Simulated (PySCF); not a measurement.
# C₅H₈OSi: electronic excitations

What electronic excitations should C₅H₈OSi (`CC[Si@H]1C=CC1=O`) show?

Computed with PySCF 2.14.0, with density-fitted response routines of our own, on a single molecule in the gas phase. Atoms are numbered from 0 throughout.

## (1) Starting geometry

15 atoms, charge 0, multiplicity 1; geometry from: GFN2-xTB.

Bonds of the start (Å): C0–C1 1.53, C1–Si2 1.90, Si2–C3 1.91, C3–C4 1.34, C4–C5 1.48, C5–O6 1.20, C5–Si2 1.96, C0–H7 1.09, C0–H8 1.09, C0–H9 1.09, C1–H10 1.09, C1–H11 1.09, Si2–H12 1.47, C3–H13 1.08, C4–H14 1.08.

## (2) Ultraviolet spectrum: B3LYP/def2-SVPD

What the job is given:

```
{"job": {"kind": "uv", "xc": "B3LYP", "basis": "def2-SVPD", "nstates": 8, "ntriplets": 3}, "charge": 0, "multiplicity": 1}
C      2.289873    -0.438423    -0.523803
C      1.044938     0.376359    -0.868601
Si    -0.173705     0.485079     0.586897
C     -1.966259     0.998136     0.190365
C     -2.539563    -0.175340     0.505825
C     -1.390759    -1.008587     0.920034
O     -1.349100    -2.149959     1.303731
H      2.820290     0.004268     0.315822
H      2.018699    -1.456119    -0.254520
H      2.970841    -0.478658    -1.371956
H      0.554332    -0.072772    -1.734770
H      1.348529     1.381369    -1.168603
H      0.429263     1.131589     1.755159
H     -2.483859     1.878366    -0.155713
H     -3.577933    -0.467319     0.478221
```

Method: TDDFT B3LYP/def2-SVPD, vertical, gas phase, core orbitals frozen in the response.

Started as:

```
OMP_NUM_THREADS=1 python probes_run.py task.json out
```

The driver reads the jobs from task.json and runs them one after another.

Predict these results of the whole session: lowest singlet (B3LYP/def2-SVPD); brightest single state of those computed; lowest triplet.

**Answer**, as computed:

| quantity | value |
| --- | --- |
| lowest singlet (B3LYP/def2-SVPD) | 3.00 eV (413 nm), f = 0.001 |
| brightest single state of those computed | state 8, 6.57 eV, f = 0.059 |
| lowest triplet | 2.55 eV |

What this shows: The first singlet state (HOMO→LUMO 0.98) lies at 3.00 eV and is dark; of the 8 states computed, the strongest absorption comes from state 8 at 6.57 eV (the last computed, so partners may be missing). The lowest triplet lies 0.45 eV below the lowest singlet (triplets in Tamm-Dancoff, singlets in full TDDFT). States above −ε(HOMO) lie where TDDFT describes them poorly and they hang on the basis; the brightest is among them.
